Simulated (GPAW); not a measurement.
# BeCr3 (Pm-3m) in GPAW: notebook, part 2 of 2

GPAW 26.7.0. The steps go on from the part before.

### Step 4. Relaxation of cell and atoms, PBEsol, collinear spin, ferromagnetic start, target pressure 10 GPa, at which the enthalpy is minimised

The input, run.py:

```python
from ase.filters import FrechetCellFilter
from ase.io import read, write
from ase.optimize import BFGS
from ase.units import GPa
from gpaw import GPAW, PW, setup_paths

setup_paths.insert(0, '.')

atoms = read('POSCAR')
atoms.set_initial_magnetic_moments([3.0, 3.0, 3.0, 0.0])

calc = GPAW(mode=PW(800),
            xc='PBEsol',
            kpts={'size': (6, 6, 6), 'gamma': True},
            occupations={'name': 'fermi-dirac', 'width': 0.05},
            nbands=25,
            convergence={'density': 1e-05, 'forces': 0.0001},
            maxiter=150,
            txt='gpaw.txt')
atoms.calc = calc
opt = BFGS(FrechetCellFilter(atoms, scalar_pressure=10 * GPa), trajectory='relax.traj', logfile='-')
done = opt.run(fmax=0.02, steps=60)
calc.write('gs.gpw')
write('result.traj', atoms)
print('Converged:', done)
print('Cell:', atoms.cell.cellpar().round(4))
print('Volume:', round(atoms.get_volume(), 4))
print(atoms.get_scaled_positions().round(5))
```

The input, POSCAR:

```
BeCr3
1.0
    3.5112140000      0.0000000000      0.0000000000
    0.0000000000      3.5112140000      0.0000000000
    0.0000000000      0.0000000000      3.5112140000
Cr Be
3 1
Direct
    0.5000000000      0.5000000000      0.0000000000
    0.5000000000      0.0000000000      0.5000000000
    0.0000000000      0.5000000000      0.5000000000
    0.0000000000      0.0000000000      0.0000000000
```

The run is started by

```console
$ gpaw-setup -f PBEsol Be Cr
$ OMP_NUM_THREADS=1 python run.py
```

Wall time 2.8 min (1 thread of Arm Neoverse V2, shared host); peak memory 0.3 GiB.

It converged, with:

```
Free energy                                            : -33.7769 eV
Relaxed volume                                         : 10.02 Å³/atom
Relaxed cell                                           : a = 3.422 Å, b = 3.422 Å, c = 3.422 Å, α = 90.00°, β = 90.00°, γ = 90.00°
Space group after relaxing (to 0.05 Å)                 : Pm-3m (No. 221)
Energy change on relaxing (the enthalpy is what falls) : +3.0 meV/atom
Ionic steps                                            : 4
Pressure after relaxing                                : 9.9 GPa
Band gap on the k mesh                                 : none (metal or under the smearing width)
Net moment                                             : 0.00 μB per cell
```

The path:
```
step  energy change (eV)  largest force (eV/Å)  pressure (GPa)  volume (Å³)
   1              0.0000                0.0000           -8.21        43.29
   2             -0.0233                0.0000           -5.51        42.72
   3              0.0266                0.0000           11.40        39.86
   4              0.0119                0.0000            9.91        40.07
```

Final structure:
```
Cr Be
1.0
     3.42202    0.00000    0.00000
     0.00000    3.42202    0.00000
     0.00000    0.00000    3.42202
Cr Be
3 1
Direct
  0.50000 0.50000 0.00000
  0.50000 0.00000 0.50000
  0.00000 0.50000 0.50000
  0.00000 0.00000 0.00000
```

Levels at points of the mesh, in eV from the Fermi level:
Spin up:
| k point | band 6 | band 7 | band 8 | band 9 | band 10 | band 11 | band 12 | band 13 | band 14 | band 15 |
| --- | --- | --- | --- | --- | --- | --- | --- | --- | --- | --- |
| (0.00, 0.00, 0.00) | -3.18 | -3.18 | 0.64 | 0.64 | 0.64 | 1.94 | 1.94 | 1.97 | 1.97 | 1.97 |
| (0.50, 0.00, 0.00) | -2.63 | -1.55 | -0.78 | -0.78 | -0.15 | -0.13 | 0.42 | 0.81 | 0.81 | 1.19 |
| (0.50, 0.50, 0.00) | -1.95 | -1.87 | -1.87 | -0.62 | -0.62 | 0.32 | 0.32 | 0.42 | 1.31 | 1.43 |
| (0.50, 0.50, 0.50) | -0.96 | -0.96 | -0.90 | -0.90 | -0.90 | 0.48 | 0.48 | 0.48 | 1.28 | 1.28 |
Spin down:
```
           k point  band 8  band 9  band 10  band 11  band 12  band 13
(0.00, 0.00, 0.00)    0.64    0.64     0.64     1.94     1.94     1.97
(0.50, 0.00, 0.00)   -0.78   -0.78    -0.15    -0.13     0.42     0.81
(0.50, 0.50, 0.00)   -1.87   -0.62    -0.62     0.32     0.32     0.42
(0.50, 0.50, 0.50)   -0.90   -0.90    -0.90     0.48     0.48     0.48
```

Caveat: each step starts from the last one's moments, so a moment once lost doesn't come back; the starting moments collapsed, and a magnetic state may lie lower; later steps reuse the first step's grids.

### Step 5. Relaxation of cell and atoms, PBEsol, collinear spin, ferromagnetic start, target pressure 20 GPa, at which the enthalpy is minimised

run.py: that of step 4 with these lines changed.

```diff
@@ -8,3 +8,3 @@
 
-atoms = read('POSCAR')
+atoms = read('BeCr3.xyz')
 atoms.set_initial_magnetic_moments([3.0, 3.0, 3.0, 0.0])
@@ -20,3 +20,3 @@
 atoms.calc = calc
-opt = BFGS(FrechetCellFilter(atoms, scalar_pressure=10 * GPa), trajectory='relax.traj', logfile='-')
+opt = BFGS(FrechetCellFilter(atoms, scalar_pressure=20 * GPa), trajectory='relax.traj', logfile='-')
 done = opt.run(fmax=0.02, steps=60)
```

The input, BeCr3.xyz:

```xyz
4
Lattice="3.5112140000 0.0000000000 0.0000000000 0.0000000000 3.5112140000 0.0000000000 0.0000000000 0.0000000000 3.5112140000" Properties=species:S:1:pos:R:3 pbc="T T T"
Cr     1.7556070000      1.7556070000      0.0000000000
Cr     1.7556070000      0.0000000000      1.7556070000
Cr     0.0000000000      1.7556070000      1.7556070000
Be     0.0000000000      0.0000000000      0.0000000000
```

Potentials or basis: PAW data sets generated in the run's folder for this functional, pw.

The run is started by

```console
$ gpaw-setup -f PBEsol Be Cr
$ OMP_NUM_THREADS=1 python run.py
```

gpaw.txt:

```text
__  _  _
 | _ |_)|_||  |
 |__||  | ||/\| - 26.7.0

Input parameters:
  mode=PW(ecut=800.0),
  convergence={'density': 1e-05, 'forces': 0.0001},
  kpts=MonkhorstPack(size=(6, 6, 6), gamma=True),
  maxiter=150,
  nbands=25,
  occupations=Occupations(name='fermi-dirac', width=0.05),
  xc=XC(name='PBEsol')

Diagonalizing LCAO Hamiltonian
Converting LCAO to pw mode
   .--------.
  /|        |
 * |        |
 |Cr        |
 | .-Cr-----.
 |/    Cr  /
 Be-------*

Atoms  # Å, Bohr magnetons
|   | symbol |        x |        y |        z |    initial magnetic moments |
|---|--------|----------|----------|----------|-----------------------------|
| 0 |     Cr | 1.755607 | 1.755607 | 0.000000 | ( 0.0000,  0.0000,  3.0000) |
| 1 |     Cr | 1.755607 | 0.000000 | 1.755607 | ( 0.0000,  0.0000,  3.0000) |
| 2 |     Cr | 0.000000 | 1.755607 | 1.755607 | ( 0.0000,  0.0000,  3.0000) |
| 3 |     Be | 0.000000 | 0.000000 | 0.000000 | ( 0.0000,  0.0000,  0.0000) |

Unit cell  # Å
| periodic |        x |        y |        z |  lengths |    angles |
|----------|----------|----------|----------|----------|-----------|
|      yes | 3.511214 | 0.000000 | 0.000000 | 3.511214 | 90.000000 |
|      yes | 0.000000 | 3.511214 | 0.000000 | 3.511214 | 90.000000 |
|      yes | 0.000000 | 0.000000 | 3.511214 | 3.511214 | 90.000000 |

Number of symmetries: 48
Symmetry operations  # r_c * U_cc + t_c -> r_c
|    | kind |            matrix            |
|----|------|------------------------------|
|  0 |  E   |  1, 0, 0,  0, 1, 0,  0, 0, 1 |
|  1 |  σ   |  1, 0, 0,  0, 1, 0,  0, 0,-1 |
|  2 |  σ   |  1, 0, 0,  0, 0, 1,  0, 1, 0 |
|  3 |  C4  |  1, 0, 0,  0, 0, 1,  0,-1, 0 |
|  4 |  C4  |  1, 0, 0,  0, 0,-1,  0, 1, 0 |
|  5 |  σ   |  1, 0, 0,  0, 0,-1,  0,-1, 0 |
|  6 |  σ   |  1, 0, 0,  0,-1, 0,  0, 0, 1 |
|  7 |  C2  |  1, 0, 0,  0,-1, 0,  0, 0,-1 |
|  8 |  σ   |  0, 1, 0,  1, 0, 0,  0, 0, 1 |
[... 244 lines left out ...]
Stress tensor  # eV/Ang^3
|        x |        y |        z |
|----------|----------|----------|
| 0.051233 | 0.000000 | 0.000000 |
| 0.000000 | 0.051233 | 0.000000 |
| 0.000000 | 0.000000 | 0.051233 |
[... 309 lines left out ...]
| 2 |     Cr | -0.000000 |  1.685853 |  1.685853 | ( 0.0000,  0.0000,  0.0000) |
| 3 |     Be |  0.000000 |  0.000000 | -0.000000 | ( 0.0000,  0.0000, -0.0000) |

Unit cell  # Å
| periodic |         x |         y |         z |  lengths |    angles |
|----------|-----------|-----------|-----------|----------|-----------|
|      yes |  3.371705 | -0.000000 | -0.000000 | 3.371705 | 90.000000 |
|      yes | -0.000000 |  3.371705 |  0.000000 | 3.371705 | 90.000000 |
|      yes | -0.000000 |  0.000000 |  3.371705 | 3.371705 | 90.000000 |

Number of symmetries: 48
Symmetry operations  # r_c * U_cc + t_c -> r_c
|    | kind |            matrix            |
|----|------|------------------------------|
|  0 |  E   |  1, 0, 0,  0, 1, 0,  0, 0, 1 |
|  1 |  σ   |  1, 0, 0,  0, 1, 0,  0, 0,-1 |
|  2 |  σ   |  1, 0, 0,  0, 0, 1,  0, 1, 0 |
|  3 |  C4  |  1, 0, 0,  0, 0, 1,  0,-1, 0 |
|  4 |  C4  |  1, 0, 0,  0, 0,-1,  0, 1, 0 |
|  5 |  σ   |  1, 0, 0,  0, 0,-1,  0,-1, 0 |
|  6 |  σ   |  1, 0, 0,  0,-1, 0,  0, 0, 1 |
|  7 |  C2  |  1, 0, 0,  0,-1, 0,  0, 0,-1 |
|  8 |  σ   |  0, 1, 0,  1, 0, 0,  0, 0, 1 |
[... 238 lines left out ...]
No gap
No difference between direct/indirect transitions

Stress tensor  # eV/Ang^3
|         x |         y |         z |
|-----------|-----------|-----------|
| -0.144283 | -0.000000 |  0.000000 |
| -0.000000 | -0.144283 |  0.000000 |
|  0.000000 |  0.000000 | -0.144283 |

Forces  # eV/Ang
|        x |        y |        z |
|----------|----------|----------|
| -0.00000 |  0.00000 |  0.00000 |  # Cr   0
| -0.00000 | -0.00000 | -0.00000 |  # Cr   1
| -0.00000 | -0.00000 |  0.00000 |  # Cr   2
| -0.00000 |  0.00000 |  0.00000 |  # Be   3
[... 5 lines left out ...]
       Be   Cr

Atoms  # Å, Bohr magnetons
|   | symbol |         x |         y |         z |    initial magnetic moments |
|---|--------|-----------|-----------|-----------|-----------------------------|
| 0 |     Cr |  1.691847 |  1.691847 | -0.000000 | ( 0.0000,  0.0000,  0.0000) |
| 1 |     Cr |  1.691847 | -0.000000 |  1.691847 | ( 0.0000,  0.0000,  0.0000) |
| 2 |     Cr | -0.000000 |  1.691847 |  1.691847 | ( 0.0000,  0.0000,  0.0000) |
| 3 |     Be |  0.000000 |  0.000000 | -0.000000 | ( 0.0000,  0.0000, -0.0000) |

Unit cell  # Å
| periodic |         x |         y |        z |  lengths |    angles |
|----------|-----------|-----------|----------|----------|-----------|
|      yes |  3.383693 | -0.000000 | 0.000000 | 3.383693 | 90.000000 |
|      yes | -0.000000 |  3.383693 | 0.000000 | 3.383693 | 90.000000 |
|      yes | -0.000000 |  0.000000 | 3.383693 | 3.383693 | 90.000000 |

Number of symmetries: 48
Symmetry operations  # r_c * U_cc + t_c -> r_c
|    | kind |            matrix            |
|----|------|------------------------------|
|  0 |  E   |  1, 0, 0,  0, 1, 0,  0, 0, 1 |
|  1 |  σ   |  1, 0, 0,  0, 1, 0,  0, 0,-1 |
|  2 |  σ   |  1, 0, 0,  0, 0, 1,  0, 1, 0 |
|  3 |  C4  |  1, 0, 0,  0, 0, 1,  0,-1, 0 |
|  4 |  C4  |  1, 0, 0,  0, 0,-1,  0, 1, 0 |
|  5 |  σ   |  1, 0, 0,  0, 0,-1,  0,-1, 0 |
|  6 |  σ   |  1, 0, 0,  0,-1, 0,  0, 0, 1 |
|  7 |  C2  |  1, 0, 0,  0,-1, 0,  0, 0,-1 |
|  8 |  σ   |  0, 1, 0,  1, 0, 0,  0, 0, 1 |
[... 236 lines left out ...]
No gap
No difference between direct/indirect transitions

Stress tensor  # eV/Ang^3
|         x |         y |         z |
|-----------|-----------|-----------|
| -0.123258 | -0.000000 |  0.000000 |
| -0.000000 | -0.123258 |  0.000000 |
|  0.000000 |  0.000000 | -0.123258 |

Forces  # eV/Ang
|        x |        y |        z |
|----------|----------|----------|
| -0.00000 | -0.00000 |  0.00000 |  # Cr   0
|  0.00000 | -0.00000 | -0.00000 |  # Cr   1
| -0.00000 | -0.00000 |  0.00000 |  # Cr   2
| -0.00000 | -0.00000 |  0.00000 |  # Be   3

# Writing to gs.gpw (mode='')
```

It took 2.8 min on 1 thread of Arm Neoverse V2, shared host; peak memory 0.29 GiB.

What came out:

- Free energy: -33.6515 eV
- Relaxed volume: 9.69 Å³/atom
- Relaxed cell: a = 3.384 Å, b = 3.384 Å, c = 3.384 Å, α = 90.00°, β = 90.00°, γ = 90.00°
- Space group after relaxing (to 0.05 Å): Pm-3m (No. 221)
- Energy change on relaxing (the enthalpy is what falls): +34.3 meV/atom
- Ionic steps: 4
- Pressure after relaxing: 19.7 GPa
- Band gap on the k mesh: none (metal or under the smearing width)
- Net moment: 0.00 μB per cell

Step by step:
| step | energy change (eV) | largest force (eV/Å) | pressure (GPa) | volume (Å³) |
| --- | --- | --- | --- | --- |
| 1 | 0.0000 | 0.0000 | -8.21 | 43.29 |
| 2 | -0.0317 | 0.0000 | -3.96 | 42.41 |
| 3 | 0.1930 | 0.0000 | 23.12 | 38.33 |
| 4 | 0.1371 | 0.0000 | 19.75 | 38.74 |

Final structure:
```
CELL_PARAMETERS angstrom
3.38369 0.00000 0.00000
0.00000 3.38369 0.00000
0.00000 0.00000 3.38369
ATOMIC_POSITIONS crystal
Cr 0.50000 0.50000 0.00000
Cr 0.50000 0.00000 0.50000
Cr 0.00000 0.50000 0.50000
Be 0.00000 0.00000 0.00000
```

Caveat: each step starts from the last one's moments, so a moment once lost doesn't come back; the starting moments collapsed, and a magnetic state may lie lower; later steps reuse the first step's grids.
